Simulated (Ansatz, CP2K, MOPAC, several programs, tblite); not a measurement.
Energy against volume for SnTe in the rocksalt structure, at fixed shape and fractional coordinates, computed by several methods (PBE and r2SCAN, where shown, with plane waves in Ansatz); the cell shown is that of r2SCAN. It is cubic, Fm-3m (No. 225); conventional cell a = 6.379 Å, 32.44 Å³ an atom. Around Sn lie 6 Te at 3.19 Å; around Te lie 6 Sn at 3.19 Å. No spin polarisation and no zero-point or thermal motion. Energies count from each curve's lowest point; fits are third-order Birch-Murnaghan.

```cif
data_structure
_symmetry_space_group_name_H-M 'Fm-3m'
_symmetry_Int_Tables_number 225
_cell_length_a 6.3787
_cell_length_b 6.3787
_cell_length_c 6.3787
_cell_angle_alpha 90.000
_cell_angle_beta 90.000
_cell_angle_gamma 90.000
_cell_volume 259.53
loop_
_atom_site_label
_atom_site_type_symbol
_atom_site_symmetry_multiplicity
_atom_site_Wyckoff_symbol
_atom_site_fract_x
_atom_site_fract_y
_atom_site_fract_z
_atom_site_occupancy
Sn1 Sn 4 a 0.00000 0.00000 0.00000 1
Te1 Te 4 b 0.50000 0.00000 0.00000 1
```

r2SCAN, on the shape of its own relaxed cell:
```csv
V (Å³/atom),E (meV/atom)
30.495,17.32
31.468,4.20
32.441,0.00
33.415,3.89
34.388,14.74
```
V₀ = 32.44 Å³ an atom and B₀ = 44 GPa.

GFN1-xTB (tblite), on the shape of the cell shown, as a cluster of 64 atoms at the zone centre:
```tsv
V (Å³/atom)	E (meV/atom)
28.548	0.00
30.495	95.86
32.441	248.45
34.388	437.12
36.334	636.58
```
The lowest point is an end point, so the minimum isn't bracketed.

PBE/SZV (CP2K), on the shape of the cell shown:
```csv
V (Å³/atom),E (meV/atom)
28.548,278.81
30.495,130.91
32.441,45.10
34.388,5.39
36.334,0.00
```
The lowest point is an end point, so the minimum isn't bracketed.

PM7 (MOPAC), on the shape of the cell shown, as a cluster of 64 atoms at the zone centre:
```csv
V (Å³/atom),E (meV/atom)
28.548,0.00
30.495,478.88
32.441,1018.40
34.388,1540.80
36.334,2022.91
```
The lowest point is an end point, so the minimum isn't bracketed.

Q: PBE/DZVP (CP2K), on the shape of the cell shown, gives
```csv
V (Å³/atom),E (meV/atom)
28.548,114.88
30.495,35.03
32.441,0.81
34.388,0.00
36.334,23.71
```
What equilibrium volume and bulk modulus follow?

A: V₀ = 33.45 Å³ an atom and B₀ = 40 GPa.
